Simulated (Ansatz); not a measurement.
# BClH₂Te: single points off equilibrium

One table from this session's results is given with a row withheld; the runs are named, their logs left out.

The runs use Ansatz 0.2.0, Gaussian basis; single points in def2-TZVPP.

Cores are frozen in the correlated methods. Filled d shells of the heavier atoms are correlated. Core potentials replace the inner electrons past krypton, and spin-orbit coupling is left out.

## Starting geometry

5 atoms, charge 0, spin multiplicity 1.

Atoms are counted from 1 here; the program's logs count them from 0.

Bond lengths: Cl1–B2 1.746 Å, B2–Te3 2.160 Å, B2–H4 1.196 Å, Te3–H5 1.668 Å. Angles: Cl1–B2–Te3 121.9°, Cl1–B2–H4 119.1°, Te3–B2–H4 119.0°, B2–Te3–H5 95.7°.

As a file:

```
Cl   -1.14470    0.62180    1.31020
B    -0.54820   -0.46490    0.08110
Te    1.32100   -0.11550   -0.94240
H    -1.19710   -1.42610   -0.20950
H     1.61090    1.37540   -0.25270
```

Set-up of the first run:

run/in.yaml reads:

```yaml
crystal:
  periodic: [false, false, false]
  atoms:
    - {symbol: Cl, position_ang: [-1.144700, 0.621800, 1.310200]}
    - {symbol: B, position_ang: [-0.548200, -0.464900, 0.081100]}
    - {symbol: Te, position_ang: [1.321000, -0.115500, -0.942400]}
    - {symbol: H, position_ang: [-1.197100, -1.426100, -0.209500]}
    - {symbol: H, position_ang: [1.610900, 1.375400, -0.252700]}
basis:
  gaussian: {orbitals: def2-TZVPP}
correlation: {method: ccsd_t}
output: {forces: true}
```

The command line of these runs was not kept.

Steps of the session up to this table: CCSD(T)/def2-TZVPP; PBE0-D4/def2-TZVPP; wB97M-V/def2-TZVPP; r2SCAN-D4/def2-TZVPP; PBE-D4/def2-TZVPP; BLYP-D4/def2-TZVPP; revPBE-D4/def2-TZVPP.

One of the session's tables, all rows but one given; the rest of the session is left out.

```
   method  RMS force component (eV/Å)  angle to CCSD(T) forces (°)  dipole (D)
  CCSD(T)                       0.188                    reference        0.63
  PBE0-D4                           ?                            ?           ?
  wB97M-V                       0.207                         15.4        0.53
r2SCAN-D4                       0.141                         23.0        0.68
   PBE-D4                       0.140                         59.1        0.75
  BLYP-D4                       0.143                         79.6        0.75
revPBE-D4                       0.135                         66.4        0.74
```

**Question.** Estimate the row for PBE0-D4.

The run gave: RMS force component (eV/Å): 0.175; angle to CCSD(T) forces (°): 30.6; dipole (D): 0.67. In the column «RMS force component (eV/Å)» it lies between BLYP-D4 (0.143) and CCSD(T) (0.188).
